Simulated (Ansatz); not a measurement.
**BGeHCl (quartet): from Hartree-Fock to the top rungs, cc-pVDZ**

One table from this session's results is given with a row withheld; the runs are named, their logs left out.

Program: Ansatz 0.2.0, Gaussian basis. Level of theory: cc-pVDZ, core rule «outside noble gas», up to 20 orbitals frozen. These are calculated values, not measurements.

The runs, in order: UHF; CCSD(T) on ROHF; CCSD(T) on UHF; BCCD(T) on ROHF; CISD; CCSDT(Q) on ROHF; CCSDT(Q) on UHF.

25 further runs of the same task are left out: 9 that didn't finish, 16 set aside as unsound or not needed.

## The geometry

The geometry is a PBE0/def2-TZVP stationary point (not a proven minimum). No spin-orbit coupling is included. The filled d shell of Ge may be among the frozen orbitals whatever the setting's name suggests; the logs give the count.

4 atoms, charge 0, spin multiplicity 4.

Atoms are counted from 1 here; the program's logs count them from 0.

Bond lengths: Cl1–B2 1.724 Å, B2–Ge3 2.007 Å, Ge3–H4 1.547 Å. Angles: Cl1–B2–Ge3 123.1°, B2–Ge3–H4 123.1°.

Geometry (Å):

```xyz
4
BClGeH
Cl    0.00000   -0.10178    2.16096
B     0.00000    0.79162    0.68608
Ge    0.00000   -0.07820   -1.12287
H     0.00000    0.72456   -2.44525
```

Set-up of the first run:

in.yaml

```yaml
crystal:
  periodic: [false, false, false]
  atoms:
    - {symbol: Cl, position_ang: [0.000000, -0.101777, 2.160962]}
    - {symbol: B, position_ang: [0.000000, 0.791619, 0.686080]}
    - {symbol: Ge, position_ang: [0.000000, -0.078196, -1.122868]}
    - {symbol: H, position_ang: [0.000000, 0.724557, -2.445252]}
basis:
  gaussian: {orbitals: cc-pVDZ}
magnetization: {spin_polarized: true, initial_magnetization: 3}
hamiltonian: {xc: hf}
output: {orbitals: {seedname: orbitals}}
```

On the command line:

```sh
$ ansatz run in.yaml --threads 1 --pin off --events-out ev --progress --plain --max-ram 2393MiB
```

Steps of the session up to this table: UHF; CCSD(T) on ROHF; CCSD(T) on UHF; BCCD(T) on ROHF; CISD; CCSDT(Q) on ROHF; CCSDT(Q) on UHF.

One table of the session follows, with a row left open; its other results are not shown here.

```
   method  from UCCSDT(Q) (kJ/mol)
     ROHF                   +789.4
      UHF                   +781.0
     RMP2                   +121.9
     UMP2                   +121.1
     CISD                   +102.4
    RCCSD                    +29.3
    UCCSD                        ?
 RCCSD(T)                     +6.1
 UCCSD(T)                     +5.2
  BCCD(T)                     +5.9
   RCCSDT                     +2.5
   UCCSDT                     +1.6
RCCSDT(Q)                     +1.2
UCCSDT(Q)                        0
```

**Question.** Estimate the row for UCCSD.

The run gave: from UCCSDT(Q) (kJ/mol): +28.3. In the column «from UCCSDT(Q) (kJ/mol)» it lies between RCCSD(T) (+6.1) and RCCSD (+29.3).

With the free atoms at the same levels and basis (separate runs), the atomisation energy is 7.806 eV at UCCSDT(Q), 7.780 eV at RCCSD(T), 7.780 eV at UCCSD(T), 6.588 eV at ROHF.

Limits of these values: Restricted and unrestricted rows rest on different reference determinants; where their highest levels disagree by more than a few hundredths of an eV, they describe different states and don't form one ladder.
